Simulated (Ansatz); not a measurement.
# AlFH6O2Si2: small, medium and large basis sets

One table from this session's results is given with a row withheld; the runs are named, their logs left out.

Computed with Ansatz 0.2.0, Gaussian basis. Level: one geometry, several basis sets.

Plan: PBE0-D4/def2-SVP; ωB97M-V/def2-SVP; PBE0-D4/def2-QZVPP; ωB97M-V/def2-QZVPP; the functionals' def2-TZVPP values are taken from earlier runs.

## The relaxed structure

An earlier PBE0-D4 in a triple-zeta def2 set relaxation fixed the geometry.

SMILES `[F][Al]([O][SiH3])[O][SiH3]`, 12 atoms, charge 0, spin multiplicity 1.

Atoms are counted from 1 here; the program's logs count them from 0.

Bond lengths: F1–Al2 1.638 Å, Al2–O3 1.662 Å, Al2–O5 1.662 Å, O3–Si4 1.626 Å, Si4–H7 1.486 Å, Si4–H8 1.486 Å, Si4–H9 1.486 Å, O5–Si6 1.626 Å, Si6–H10 1.486 Å, Si6–H11 1.486 Å, Si6–H12 1.486 Å. Angles: F1–Al2–O3 119.1°, F1–Al2–O5 119.1°, O3–Al2–O5 121.8°, Al2–O3–Si4 178.8°, O3–Si4–H7 109.9°, O3–Si4–H8 109.9°, O3–Si4–H9 109.7°, H7–Si4–H8 109.0°, H7–Si4–H9 109.0°, H8–Si4–H9 109.2°, Al2–O5–Si6 178.6°, O5–Si6–H10 109.9°, O5–Si6–H11 109.8°, O5–Si6–H12 109.9°, H10–Si6–H11 109.0°, H10–Si6–H12 109.0°, H11–Si6–H12 109.2°.

Set-up of the first run:

File in.yaml:

```yaml
crystal:
  periodic: [false, false, false]
  atoms:
    - {symbol: F, position_ang: [-2.785674, 0.161342, -0.098992]}
    - {symbol: Al, position_ang: [-1.151150, 0.064067, -0.041189]}
    - {symbol: O, position_ang: [-0.414585, -1.385357, -0.387803]}
    - {symbol: Si, position_ang: [0.274064, -2.818277, -0.728351]}
    - {symbol: O, position_ang: [-0.274186, 1.417504, 0.362169]}
    - {symbol: Si, position_ang: [0.548688, 2.761155, 0.763339]}
    - {symbol: H, position_ang: [1.741161, -2.648565, -0.895462]}
    - {symbol: H, position_ang: [-0.295484, -3.367824, -1.986116]}
    - {symbol: H, position_ang: [0.019767, -3.773721, 0.381177]}
    - {symbol: H, position_ang: [2.001668, 2.554713, 0.528157]}
    - {symbol: H, position_ang: [0.329713, 3.074165, 2.199535]}
    - {symbol: H, position_ang: [0.083016, 3.905600, -0.062362]}
basis:
  gaussian: {orbitals: def2-SVP}
hamiltonian: {xc: pbe0, dispersion: d4}
output: {orbitals: {seedname: orbitals}}
```

Started as:

```bash
$ ansatz run in.yaml --threads 4 --pin off --events-out ev --progress --plain --max-ram 11315MiB
```

Among the steps run: PBE0-D4 in def2-SVP; ωB97M-V in def2-SVP; PBE0-D4 in def2-QZVPP; ωB97M-V in def2-QZVPP.

One of the session's tables, all rows but one given; the rest of the session is left out.

It belongs to the step «Functionals by basis». 

| functional | basis | HOMO (eV) |
| --- | --- | --- |
| PBE0-D4 | def2-SVP | -8.74 |
| PBE0-D4 | def2-TZVPP | -8.84 |
| PBE0-D4 | def2-QZVPP | -8.86 |
| ωB97M-V | def2-SVP | -11.00 |
| ωB97M-V | def2-TZVPP | -11.15 |
| ωB97M-V | def2-QZVPP | ? |

Q: Estimate the row for ωB97M-V, def2-QZVPP from the others.

As computed: HOMO (eV): -11.17. In the column «HOMO (eV)» it is the lowest.
